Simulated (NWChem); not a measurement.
# One shape, several levels: H2Te2

Aim: a comparison of 3 runs (PBE0/STO-3G, M06-2X/def2-SVP, PBE0/def2-SVP) of H2Te2. 

The calculation is run with NWChem 7.3.0.

## (1) The system as given

The species is H2Te2 (4 atoms), meant as a singlet with charge 0. Geometry: a GFN2-xTB relaxation, a rough one for these elements and not checked as a minimum.

Bond lengths: Te1–Te2 2.688 Å, Te1–H3 1.648 Å, Te2–H4 1.650 Å. Angles: Te1–Te2–H4 94.5°, Te2–Te1–H3 94.1°.

## (2) Energy and gradient at PBE0/STO-3G (run 1)

File run.py:

```python
from ase import Atoms
from ase.calculators.nwchem import NWChem

molecule = Atoms(['Te', 'Te', 'H', 'H'], positions=[
    [0.003560, 1.086660, -0.971210],
    [-0.209560, -1.434890, -0.064560],
    [-0.966790, 1.715950, 0.202850],
    [1.172790, -1.367720, 0.832920],
])

calc = NWChem(
    label='h2te2',
    theory='dft',
    memory='2200 mb',
    basis='STO-3G',
    basispar='spherical bse',
    dft={'xc': 'pbe0', 'mult': '1', 'grid': 'xfine', 'convergence': 'energy 1e-08', 'iterations': '100', 'mulliken': None},
)
molecule.calc = calc

forces = molecule.get_forces()
print("Total energy (eV):", round(molecule.get_potential_energy(), 6))
print("forces (eV/A):")
for s, f in zip(molecule.symbols, forces):
    print(f"{s:2s} {f[0]:10.5f} {f[1]:10.5f} {f[2]:10.5f}")
print("dipole (e A):", molecule.get_dipole_moment().round(4))
```

Run with:

```sh
$ export ASE_NWCHEM_COMMAND="nwchem PREFIX.nwi > PREFIX.nwo"
$ python run.py
```

Output:

```text
Total energy (eV): -356445.620522
forces (eV/A):
Te    0.10336    0.79663   -0.35471
Te   -0.10696   -0.86050    0.25346
H    -0.05045    0.07127    0.05770
H     0.05404   -0.00740    0.04361
dipole (e A): [0.066  0.1115 0.3234]
```

The calculator wrote h2te2.nwi:

```
title "h2te2"

permanent_dir h2te2

scratch_dir h2te2

start h2te2

geometry units angstrom nocenter noautosym noautoz
  Te 3.5599999999999998e-03 1.0866600000000000e+00 -9.7121000000000002e-01
  Te -2.0956000000000000e-01 -1.4348900000000000e+00 -6.4560000000000006e-02
  H  -9.6679000000000004e-01 1.7159500000000001e+00 2.0285000000000000e-01
  H  1.1727900000000000e+00 -1.3677200000000000e+00 8.3291999999999999e-01
end

memory 2200 mb

basis spherical bse noprint
   * library STO-3G
end

dft
  xc pbe0
  mult 1
  grid xfine
  convergence energy 1e-08
  iterations 100
  mulliken
end

task dft gradient
```

h2te2.nwo (excerpt; [...] marks lines left out):

```text
[...]
         Total DFT energy =   -13099.135053341619
[...]
  wavefunction    = closed shell
                         DFT ENERGY GRADIENTS
    atom               coordinates                        gradient
                 x          y          z           x          y          z
   1 Te      0.006727   2.053490  -1.835321   -0.002010  -0.015492   0.006898
   2 Te     -0.396011  -2.711549  -0.122001    0.002080   0.016734  -0.004929
   3 H      -1.826968   3.242675   0.383331    0.000981  -0.001386  -0.001122
   4 H       2.216252  -2.584616   1.573991   -0.001051   0.000144  -0.000848
[...]
```

It took 13 s on 1 thread of Intel Xeon Platinum 8259CL at 2.50GHz (Skylake/Cascade Lake), shared host; peak memory 0.13 GiB.

## (3) Energy and forces at M06-2X/def2-SVP (core potential) (run 2)

File input.xyz:

```xyz
4
H2Te2 gradient
Te     0.003560     1.086660    -0.971210
Te    -0.209560    -1.434890    -0.064560
H     -0.966790     1.715950     0.202850
H      1.172790    -1.367720     0.832920
```

File input.nw:

```
start input
title "H2Te2 gradient"
memory total 2200 mb
charge 0

geometry units angstroms noautosym nocenter noautoz
   load format xyz input.xyz
end

basis spherical bse
   * library def2-SVP
end

ecp bse
   Te library def2-SVP
end

dft
   xc m06-2x
   grid xfine
   convergence energy 1e-08
   maxiter 100
   mulliken
end

task dft gradient
```

Run with:

```sh
$ nwchem input.nw > input.out
```

Output:

```text
[...]
          Wavefunction type:  closed shell.
          No. of atoms     :     4
          No. of electrons :    50
[...]
          Charge           :     0
          Spin multiplicity:     1
[...]
          AO basis - number of functions:    62
[...]
              XC Information
              --------------
                       M06-2X Method XC Functional
                     Hartree-Fock (Exact) Exchange  0.540
                        M06-2X Exchange Functional  1.000
                      M06-2X Correlation Potential  1.000
[...]
 d= 0,ls=0.0,diis     1   -537.0535891629 -6.74D+02  7.88D-03  9.03D-02     3.7
[...]
 d= 0,ls=0.0,diis     8   -537.0703554947 -1.67D-09  3.52D-07  1.54D-10    29.4
         Total DFT energy =     -537.070355494734
      One electron energy =    -1208.089217499351
           Coulomb energy =      576.405046163440
    Exchange-Corr. energy =      -42.122020548833
 Nuclear repulsion energy =      136.735836390010
[...]
      Total Density - Mulliken Population Analysis
     ---------------------------------------------
    Atom       Charge   Shell Charges
 -----------   ------   -------------------------------------------------------
    1 Te  24    24.03   0.27  1.77  1.27  0.60  3.15  2.88  2.14  1.86  9.83  0.25
    2 Te  24    24.03   0.27  1.77  1.27  0.60  3.15  2.88  2.14  1.87  9.83  0.25
    3 H    1     0.97   0.68  0.27  0.02
    4 H    1     0.97   0.68  0.27  0.02
[...]
  wavefunction    = closed shell
                         DFT ENERGY GRADIENTS
    atom               coordinates                        gradient
                 x          y          z           x          y          z
   1 Te      0.006727   2.053490  -1.835321   -0.002676  -0.003131   0.006077
   2 Te     -0.396011  -2.711549  -0.122001    0.003904   0.006140   0.001564
   3 H      -1.826968   3.242675   0.383331    0.002988  -0.003371  -0.004069
   4 H       2.216252  -2.584616   1.573991   -0.004216   0.000361  -0.003573
[...]
```

Wall time 37 s (1 thread of Intel Xeon Platinum 8259CL at 2.50GHz (Skylake/Cascade Lake), shared host); peak memory 0.14 GiB.

## (4) Energy and gradient at PBE0/def2-SVP (core potential) (run 3)

File mymol.nw:

```
start mymol
title "H2Te2"
memory 2200 mb
charge 0
geometry noautosym nocenter noautoz
  Te     0.003560     1.086660    -0.971210
  Te    -0.209560    -1.434890    -0.064560
  H     -0.966790     1.715950     0.202850
  H      1.172790    -1.367720     0.832920
end
basis spherical bse
  * library def2-SVP
end
ecp bse
  Te library def2-SVP
end
dft
  xc pbe0
  grid xfine
  convergence energy 1e-08
  iterations 100
  mulliken
end
task dft gradient
```

Run with:

```sh
$ nwchem mymol.nw > mymol.out
```

Output:

```text
[...]
          Wavefunction type:  closed shell.
          No. of atoms     :     4
          No. of electrons :    50
[...]
          Charge           :     0
          Spin multiplicity:     1
[...]
          AO basis - number of functions:    62
[...]
              XC Information
              --------------
                         PBE0 Method XC Functional
                     Hartree-Fock (Exact) Exchange  0.250
          PerdewBurkeErnzerhof Exchange Functional  0.750
            Perdew 1991 LDA Correlation Functional  1.000 local
           PerdewBurkeErnz. Correlation Functional  1.000 non-local
[...]
 d= 0,ls=0.0,diis     1   -537.2371096867 -6.74D+02  1.24D-02  1.22D-01     2.9
[...]
 d= 0,ls=0.0,diis     8   -537.2614365846 -3.35D-10  2.99D-07  1.15D-10    19.1
         Total DFT energy =     -537.261436584624
      One electron energy =    -1208.433145985910
           Coulomb energy =      576.748947227464
    Exchange-Corr. energy =      -42.313074216188
 Nuclear repulsion energy =      136.735836390010
[...]
      Total Density - Mulliken Population Analysis
     ---------------------------------------------
    Atom       Charge   Shell Charges
 -----------   ------   -------------------------------------------------------
    1 Te  24    24.03   0.27  1.77  1.32  0.55  3.15  2.88  2.17  1.83  9.81  0.27
    2 Te  24    24.03   0.27  1.77  1.32  0.55  3.15  2.88  2.17  1.84  9.81  0.27
    3 H    1     0.97   0.68  0.27  0.02
    4 H    1     0.97   0.68  0.27  0.02
[...]
  wavefunction    = closed shell
                         DFT ENERGY GRADIENTS
    atom               coordinates                        gradient
                 x          y          z           x          y          z
   1 Te      0.006727   2.053490  -1.835321   -0.003404  -0.002501   0.007031
   2 Te     -0.396011  -2.711549  -0.122001    0.004998   0.006098   0.002389
   3 H      -1.826968   3.242675   0.383331    0.003803  -0.003991  -0.005040
   4 H       2.216252  -2.584616   1.573991   -0.005396   0.000395  -0.004380
[...]
```

It took 24 s on 1 thread of Intel Xeon Platinum 8259CL at 2.50GHz (Skylake/Cascade Lake), shared host; peak memory 0.14 GiB.

## (5) All runs side by side

```csv
run,level,core potential,energy (Eh),dipole moment (D),HOMO energy (eV),LUMO energy (eV),wall time
1,PBE0/STO-3G,–,-13099.135053,1.67,-4.54,1.18,13 s
2,M06-2X/def2-SVP (core potential),def2-SVP,-537.070355,0.48,-7.64,-1.23,37 s
3,PBE0/def2-SVP (core potential),def2-SVP,-537.261437,0.46,-6.53,-2.02,24 s
```

## (6) Summary of results

| quantity | value |
| --- | --- |
| run 3: total energy | -537.26144 Eh |
| run 3: dipole moment | 0.46 D |
| run 3: HOMO energy | -6.53 eV |
| run 3: LUMO energy | -2.02 eV |
| run 3: HOMO–LUMO gap | 4.51 eV |
| run 3: largest force on an atom | 0.424 eV/Å |

What this shows: The dipole moment (its size) runs from 0.46 D (PBE0/def2-SVP) to 1.67 D (PBE0/STO-3G). The two ends differ in basis and core potential. The HOMO–LUMO gap runs from 4.51 eV (PBE0/def2-SVP) to 6.41 eV (M06-2X/def2-SVP). Totals of different functionals can't be ranked against each other. Some runs of one species differ in core potentials or relativity; totals across that change don't compare. In run 1 the basis is minimal, so the values are rough. In run 1 relativity is left out where basis or elements ask for it. All runs together took 74 s, the longest 37 s.
